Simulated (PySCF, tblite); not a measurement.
# BN3H6, a fragment of a glass network (monomer): NMR shifts, core binding energies and electronic excitations

Wanted: the NMR shifts, core binding energies and electronic excitations for `NB(N)N`. It is drawn as: B3, NH2 ends, O bridges.

Programs: tblite 0.8.0 and PySCF 2.14.0. All values are calculated, for the isolated system unless a continuum is named. Atoms count from 0, parts from 1.

## Step 1: Starting point

10 atoms, charge 0, multiplicity 1; geometry: distance geometry start.

## Step 2: Geometry optimisation with GFN2-xTB

What the job is given:

```
{"job": {"kind": "relax", "xc": "GFN2-xTB", "basis": "xTB"}, "charge": 0, "multiplicity": 1}
N      1.031114    -1.116427     2.016145
B      0.186895    -0.704664     0.774684
N     -1.350798    -0.700055     0.976637
N      0.765335     0.461569    -0.093172
H      1.778266    -1.780879     1.829822
H      1.236571    -0.403881     2.686123
H     -1.794531     0.224267     1.039751
H     -1.851281    -1.413502     0.464626
H      0.087910     1.153703    -0.386129
H      1.497526     0.216260    -0.745009
```

With the program's defaults for keys left out, this is: GFN2-xTB geometry optimisation, gas phase.

Run with:

```bash
$ OMP_NUM_THREADS=1 python cluster_run.py task.json out
```

This one command runs all jobs of the session in turn.

**Question.** The jobs that follow are: PBE0-D3(BJ)/def2-SVP geometry optimisation, gas phase; GIAO PBE0/pcSseg-2 NMR shielding, non-relativistic, gas phase; delta-SCF UKS SCAN, pcX-2 on the ionised atom, pcseg-1 elsewhere, spin-free X2C; TDDFT CAM-B3LYP/def2-SVPD, vertical, gas phase, core orbitals frozen in the response. Predict: rotational constants (main isotopes); $^{1}$H shifts against TMS (PBE0/pcSseg-2, means over atoms taken as alike); $^{15}$N shifts against NH3 (PBE0/pcSseg-2, means over atoms taken as alike); $^{11}$B shifts against BF3·OEt2 (PBE0/pcSseg-2); surface potential, 1st and 99th percentile; N1s binding energies, SCAN/pcX-2; B1s binding energies, SCAN/pcX-2; lowest singlet (CAM-B3LYP/def2-SVPD); brightest single state of those computed; lowest triplet; vertical ionisation energy (ΔSCF).

As calculated:

| quantity | value |
| --- | --- |
| rotational constants (main isotopes) | 8.88, 8.87, 4.44 GHz |
| $^{1}$H shifts against TMS (PBE0/pcSseg-2, means over atoms taken as alike) | 1.09 ppm |
| $^{15}$N shifts against NH3 (PBE0/pcSseg-2, means over atoms taken as alike) | 38.5 ppm |
| $^{11}$B shifts against BF3·OEt2 (PBE0/pcSseg-2) | 21.3 ppm |
| surface potential, 1st and 99th percentile | -1.36 V and 1.62 V |
| N1s binding energies, SCAN/pcX-2 | N0 404.34 eV |
| B1s binding energies, SCAN/pcX-2 | B1 195.76 eV |
| lowest singlet (CAM-B3LYP/def2-SVPD) | 5.83 eV (213 nm), f = 0.000 |
| brightest single state of those computed | state 3, 7.05 eV, f = 0.106 |
| lowest triplet | 5.60 eV |
| vertical ionisation energy (ΔSCF) | 9.12 eV |

In words: Relaxing lowered the energy by 0.141 eV in 4 steps; the close pair that moved most is N3–H9, from 0.964 to 1.008 Å (PBE0/def2-SVP). No frequency check was run at this level, so the end point may be a saddle. At PBE0/pcSseg-2: The widest tensor belongs to N0, N2, N3: span 66 ppm, with a paramagnetic part of -94 ppm. The first singlet state (HOMO→LUMO 0.90) lies at 5.83 eV and is dark; of the 6 states computed, the strongest absorption comes from state 3 at 7.05 eV. The lowest triplet lies 0.23 eV below the lowest singlet (triplets in Tamm-Dancoff, singlets in full TDDFT). The orbital energy would give 8.11 eV for ionisation, ΔSCF gives 9.12 eV.
